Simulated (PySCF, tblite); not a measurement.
# C₆H₇BF₂: geometry, infrared bands and NMR shifts

What infrared bands and NMR shifts should C₆H₇BF₂ (`C=C1CC/C1=C\B(F)F`) show?

Computed with tblite 0.8.0 and PySCF 2.14.0, with density-fitted response routines of our own, on a single molecule in the gas phase. Atoms are numbered from 0 throughout.

## (1) The molecule as given

16 atoms, charge 0, multiplicity 1; geometry from: force field or distance geometry start.

Bonds of the start (Å): C0–C1 1.31, C1–C2 1.50, C2–C3 1.45, C3–C4 1.48, C4–C5 1.33, C5–B6 1.57, B6–F7 1.44, B6–F8 1.44, C4–C1 1.52, C0–H9 1.10, C0–H10 1.08, C2–H11 1.11, C2–H12 1.12, C3–H13 1.12, C3–H14 1.10, C5–H15 1.08.

## (2) Geometry optimisation with GFN2-xTB

Job settings and geometry (Å):

```
{"job": {"kind": "relax", "xc": "GFN2-xTB", "basis": "xTB"}, "charge": 0, "multiplicity": 1}
C     -1.656400     1.697400     0.696600
C     -1.061200     0.542300     0.496700
C     -1.341900    -0.886500     0.839700
C     -0.111700    -1.312100     0.207500
C      0.243100     0.081700    -0.137100
C      1.243200     0.699600    -0.765400
B      2.479700    -0.074600    -1.340800
F      2.578200    -1.510400    -1.211300
F      3.542300     0.646500    -1.996900
H     -2.621300     1.735500     1.213800
H     -1.214000     2.613600     0.340100
H     -1.376700    -1.057900     1.936500
H     -2.261800    -1.248400     0.315200
H      0.613700    -1.754500     0.940800
H     -0.277600    -1.940100    -0.684300
H      1.215000     1.777000    -0.862600
```

On the command line:

```sh
OMP_NUM_THREADS=1 python probes_run.py task.json out
```

This one command runs all jobs of the session in turn.

**Question.** This job is followed by: GFN2-xTB harmonic vibrations, gas phase; GIAO PBE0/pcSseg-1 NMR shielding, non-relativistic, gas phase. Predict these results of the whole session: strongest single infrared mode (GFN2-xTB); zero-point energy (GFN2-xTB); 13C shifts against TMS (PBE0/pcSseg-1); 1H shifts against TMS (PBE0/pcSseg-1, means over atoms taken as alike); 11B shifts against BF3·OEt2 (PBE0/pcSseg-1); 19F shifts against CFCl3 (PBE0/pcSseg-1, means over atoms taken as alike); surface potential, 1st and 99th percentile.

**Answer**, as computed:

| quantity | value |
| --- | --- |
| strongest single infrared mode (GFN2-xTB) | 1321 cm⁻¹, 455 km/mol |
| zero-point energy (GFN2-xTB) | 73.3 kcal/mol |
| 13C shifts against TMS (PBE0/pcSseg-1) | 182.1, 156.2, 118.6, 109.3, 31.9, 28.8 ppm |
| 1H shifts against TMS (PBE0/pcSseg-1, means over atoms taken as alike) | 6.05, 5.86, 5.45, 2.99, 2.76 ppm |
| 11B shifts against BF3·OEt2 (PBE0/pcSseg-1) | 23.8 ppm |
| 19F shifts against CFCl3 (PBE0/pcSseg-1, means over atoms taken as alike) | -83.6 ppm |
| surface potential, 1st and 99th percentile | -0.96 V and 1.17 V |

In words: Over 43 steps the energy fell by 0.852 eV; of the close pairs, B6–F7 changed most, 1.445 to 1.326 Å. No mode is imaginary among the 42: a minimum at this level. The strongest single mode, at 1321 cm⁻¹, is spread over several atoms, B6, H15, C5, C4 among them. GFN2-xTB is a fitted tight-binding method: band positions and strengths are rough. Its intensities can rank the bands wrongly. At PBE0/pcSseg-1, counted by nearest atom on the grid, the HOMO lies on C0, C5 about 26 % each; C1 14 %, the LUMO on C0, C4 about 19 % each; C5 15 %.
